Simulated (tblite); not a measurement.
# AlAs2Cl2Ga2H8N: the cost of one run

Computed with tblite 0.8.0 and PySCF 2.14.0; each step states its level. No surroundings beyond the atoms listed, unless a continuum is named. Atoms count from 0, parts from 1.

## 1. Starting point

16 atoms, charge 0, multiplicity 1; geometry: distance geometry start.

## 2. Geometry optimisation with GFN1-xTB

What the job is given:

```
{"job": {"kind": "relax", "xc": "GFN1-xTB", "basis": "xTB"}, "charge": 0, "multiplicity": 1}
Ga     0.352154    -2.238500     0.568446
As    -2.041137    -2.546780     0.367720
Ga    -2.334408    -0.132057     0.234755
As     0.062400     0.177623     0.428860
N      0.531312     1.011409     2.055712
Al    -0.110420     0.182138     3.663813
Cl    -1.730489    -1.329493     3.408993
Cl     1.471059    -0.296338     5.187492
H      0.876149    -2.665290     1.910386
H      1.093380    -2.765555    -0.657571
H     -2.410022    -3.211893    -0.916539
H     -2.620606    -3.093089     1.614870
H     -2.853252     0.305800    -1.123488
H     -3.066868     0.401525     1.452505
H      0.650983     0.741128    -0.790681
H      0.555151     2.031806     2.074318
```

Method: GFN1-xTB geometry optimisation, gas phase.

Launch:

```console
$ OMP_NUM_THREADS=1 python cluster_run.py task.json out
```

This one command runs all jobs of the session in turn.

**Question.** How long does this first job take on 1 thread of Arm Neoverse V2, shared host?

About 12 s.
